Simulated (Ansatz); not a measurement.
# Sb in Ansatz: reference runs

How does Sb come out in PBE? The cell is run as given.

All numbers are computed with Ansatz 0.2.0; they aren't measurements. Logs are shortened: lines on timing, memory, paths and dates and some standing lists are left out, and cuts for length are marked.

## Step 1: Starting point

The cell holds a sheet with vacuum, 2 atoms: a = 3.231 Å, b = 3.110 Å, c = 31.360 Å, α = 90.00°, β = 90.00°, γ = 90.00°.

The cell was built by a generator and needn't be a form met in nature.

## Step 2: Single point, PBE

input.yaml

```yaml
crystal:
  lattice:
    - [3.23056, 0.0, 0.0]
    - [0.0, 3.1098, 0.0]
    - [0.0, 0.0, 31.36]
  atoms:
    - { symbol: Sb, position: [0.0, 0.0, 0.24638] }
    - { symbol: Sb, position: [0.5, 0.0, 0.3276] }
kpoints:
  mp_grid: { grid: [8, 9, 1] }
scf:
  occupations: { method: fermi_dirac, width: 0.05 }
hamiltonian:
  xc: pbe
  pseudopotentials: { kind: all_electron, lapw: { basis_error: 0.001 } }
output:
  forces: true
  stress: true
  eigenvalues: true
  populations: true
```

Potentials or basis: all-electron LAPW, scalar-relativistic.

Launch:

```bash
$ ansatz run input.yaml --threads 4 --pin off --max-ram 12288MiB --backend cpu --events-out ev --progress --plain --runs-dir out
```

Log:

```text
Warning: RAYON_NUM_THREADS=4 ignored (pool sized by the plan → 4); use --threads N
Sb: projections on atomic orbitals take those of the free atom 1s2 2s2 2p6 3s2 3p6 3d10 4s2 4p6 4d10 5s2 5p3, of charge +0.00 (hamiltonian.pseudopotentials.projection_atoms)
LAPW: plane waves up to 7.403 Å⁻¹, error target 1.0e-3 eV per atom; small_component_spin mean_spin; Sb in spheres of 1.508 Å, 23 of its electrons in bands, Dirac shells [] (how accurate: hamiltonian.pseudopotentials.lapw.basis_error, Limitations)
Engine: ansatz 0.2.0, x86_64-unknown-linux-gnu
Pseudopotentials: kind: all_electron
Pseudopotential: Sb, LAPW, valence charge 23, lapw/all_electron/scalar/gaussian/Sb, Koelling and Harmon's equation, gaussian nucleus
Functional definition: PBE
  parameter kappa = 0.804
  parameter beta = 0.06672455060314922
  exchange = pbe_x(kappa = kappa, mu = beta*pi^2/3)
  correlation = pbe_c(beta = beta)
Crystal: 2 atoms, lattice volume = 315.055 Å³
Basis set: ecut = 208.8180319252106 eV, 2189 PW (Γ), exchange–correlation at level 2
Bands: 28, of which v1, the nominal top of the filled ones, is band 23 counted from 1 (22 counted from 0)
Symmetry: 8 space group operations
Space group: Pmma (ITA 51), of the structure as read, at distance tolerance 6.8e-5 Å
k-points: 25 of 72
Non-local potential: Sb, projectors of the file, none
Initial density: superposition of atomic densities (neutral atoms: chi_scale 0, normalization atom)
Initial wavefunctions: plane waves of lowest kinetic energy (no species holds an atomic orbital)
Functional: x = pbe(κ = 0.804, μ = 0.2195149727645171), c = pbe(β = 0.06672455060314922)
iter 1 solved again at ethr=3.90e-4 eV; its pass at ethr=1.00e-1 eV (dr2=1.79e-1 eV) is discarded
SCF iter   1: F=—  HF=-352735.907263 eV  |F-HF|=—  |Δ(HF+E_count)|=         —  Δρ=4.07e-3  dr2=1.81e-1  ethr=3.90e-4  ⟨swp⟩=3.8  Hψ=4602  notcnv=0
preconditioner: auto → LDOS  [metal: Δε(μ)=0.039 eV  Ē_g=8.745 eV  σ=0.050 eV  W_gap=0.19  n_scr=24 (ndim 8)  ℏωp=6.6 eV  f_vac=0.777  D(μ)=1.32/eV (n_scr^D=8)  β→1.0]
iter 2 solved again at ethr=3.17e-5 eV; its pass at ethr=3.90e-4 eV (dr2=1.46e-2 eV) is discarded
SCF iter   2: F=—  HF=-352735.870629 eV  |F-HF|=—  |Δ(HF+E_count)|=   3.66e-2  Δρ=1.69e-3  dr2=1.45e-2  ethr=3.17e-5  ⟨swp⟩=2.0  Hψ=3853  notcnv=0
SCF iter   3: F=—  HF=-352735.872596 eV  |F-HF|=—  |Δ(HF+E_count)|=   1.97e-3  Δρ=7.99e-4  dr2=1.16e-2  ethr=3.15e-5  ⟨swp⟩=3.0  Hψ=2318  notcnv=0
SCF iter   4: F=—  HF=-352735.867440 eV  |F-HF|=—  |Δ(HF+E_count)|=   5.16e-3  Δρ=1.43e-4  dr2=3.79e-4  ethr=2.52e-5  ⟨swp⟩=2.8  Hψ=2159  notcnv=0
SCF iter   5: F=—  HF=-352735.867453 eV  |F-HF|=—  |Δ(HF+E_count)|=         —  Δρ=6.78e-5  dr2=7.57e-5  ethr=8.24e-7  ⟨swp⟩=3.0  Hψ=2184  notcnv=0
the basis was enlarged: its passes take 68.7 KiB over the memory plan, 4 of 4 planned eigensolver slots
SCF iter   6: F=—  HF=-352735.867425 eV  |F-HF|=—  |Δ(HF+E_count)|=   2.81e-5  Δρ=2.25e-5  dr2=2.33e-6  ethr=1.65e-7  ⟨swp⟩=2.8  Hψ=2118  notcnv=0
iter 7 met the thresholds in force, and the SCF goes on: an eigenvalue changes by 31.22 meV, over its tolerance of 10.00 meV (output.eigenvalues, Limitations)
SCF iter   7: F=-352735.867429 eV  HF=-352735.867428 eV  |F-HF|=4.35e-7  |Δ(HF+E_count)|=   3.38e-6  Δρ=4.85e-6  dr2=7.99e-8  ethr=5.05e-9  ⟨swp⟩=3.0  Hψ=2207  notcnv=0
SCF iter   8: F=-352735.867429 eV  HF=-352735.867429 eV  |F-HF|=2.11e-8  |Δ(HF+E_count)|=   4.38e-7  Δρ=1.16e-6  dr2=7.34e-9  ethr=1.74e-10  ⟨swp⟩=3.0  Hψ=2209  notcnv=0
SCF 1 converged in 8 iterations: F = -352735.867429 eV  dr2 = 7.34e-9
SCF converged after 8 iterations
an eigenvalue changed by more than its tolerance at an iteration that met the thresholds in force, so the SCF went on 1 time: the last check found none over its tolerance
Free energy (F): -352735.867429 eV
Harris-Foulkes:  -352735.867429 eV  (|F-HF|=2.11e-8)
Internal energy: -352735.856615 eV  (E = F + TS)
E sigma→0 (E₀):  -352735.862022 eV
Entropy (-TS):   -0.010814 eV (-5.407 meV/atom)
Fermi energy:    -0.718657 eV
--- Per-component energies (eV) ---
  E_band       = -2415.112200
  E_kinetic    = 371743.566127
  E_xc         = -9286.837661
  E_electrostatic = -715192.585081  (all electrons and nuclei)
  E_smearing   = -0.010814  (= −TS)
  E_closure    = 0.000000  (closes the sum)
  E_atoms      = -352728.128962  (free atoms, spherical and without spin; not in F)
  Σ components = -352735.867429   (vs F -352735.867429, Δ=0.00e0)
  Basis errors (estimates in eV, not in F): energy 4.2e-4 per atom: plane waves 4.0e-4 (2.3e-4 summed), levels above the bands 3.3e-39, relativity 2.7e-8, radial functions 2.7e-5, core shells 1.4e-9; eigenvalues (radial functions only) 2.8e-7; not estimated: angular momenta, meshes, grids; target (lapw.basis_error) 1.0e-3; muffin-tin radii Sb 1.508 Å
--- Forces (eV/Å), atoms counted from 1 ---
  atom   1  Sb    -0.00000000    -0.00000000    -0.05246045
  atom   2  Sb     0.00000000     0.00000000     0.05246045
  max |Σ_I F_I| component: 0.00e0 eV/Å
--- Stress (GPa, compression-positive) ---
        0.646361       0.000000       0.000000
        0.000000       0.109822      -0.000000
        0.000000      -0.000000       0.068591
  P = ⅓ Tr σ = 0.2749 GPa (2.749 kbar)
--- Band table (eV; the first three rows and the last of 25) ---
  k-point 0: bands = ["-145.1284", "-145.1282", "-98.1106", "-98.1094", "-98.0977", "-98.0945", "-98.0832", "-98.0829", "-30.0175", "-30.0123", "-29.9602", "-29.9424", "-29.9184", "-29.8848", "-29.8673", "-29.8539", "-29.8426", "-29.8385", "-13.2302", "-10.6846", "-4.6994", "-0.1738", "1.1822", "2.4353", "2.6234", "3.0916", "3.2337", "3.5523"]
  k-point 1: bands = ["-145.1284", "-145.1282", "-98.1105", "-98.1094", "-98.0977", "-98.0945", "-98.0835", "-98.0832", "-30.0053", "-30.0002", "-29.9596", "-29.9415", "-29.9063", "-29.8910", "-29.8726", "-29.8589", "-29.8477", "-29.8382", "-13.0550", "-10.5054", "-4.5314", "0.0068", "0.5941", "1.3497", "2.7502", "2.8111", "3.3005", "3.4254"]
  k-point 2: bands = ["-145.1284", "-145.1281", "-98.1105", "-98.1094", "-98.0977", "-98.0945", "-98.0843", "-98.0841", "-29.9931", "-29.9589", "-29.9582", "-29.9364", "-29.9066", "-29.8860", "-29.8717", "-29.8701", "-29.8608", "-29.8372", "-12.5444", "-9.9774", "-4.0655", "-2.0750", "0.0206", "0.6068", "1.8181", "3.3556", "3.8561", "3.9984"]
  k-point 24: bands = ["-145.1281", "-145.1281", "-98.1114", "-98.1114", "-98.0958", "-98.0958", "-98.0856", "-98.0856", "-29.9673", "-29.9673", "-29.9473", "-29.9473", "-29.8986", "-29.8986", "-29.8468", "-29.8468", "-29.7913", "-29.7913", "-7.7540", "-7.7540", "-3.6240", "-3.6240", "-3.3179", "-3.3179", "1.0790", "1.0790", "2.5443", "2.5443"]
--- Löwdin populations: 2 sites ---
  site symbol       q [e]
     0     Sb     50.9530
     1     Sb     50.9530
  spilling = 0.000921 (of n_electrons = 102.000000)
```

Wall time 34 s (4 threads of Intel Xeon at 2.50GHz (Skylake/Cascade Lake), shared host); peak memory 0.73 GiB.

Results:

```
Free energy            : -352735.8674 eV
Largest force          : 0.052 eV/Å
Band gap on the k mesh : none (metal or under the smearing width)
Work function          : 3.88 eV
```

Forces on the atoms (eV/Å):
```
Sb   0.000  0.000 -0.052
Sb   0.000  0.000  0.052
```
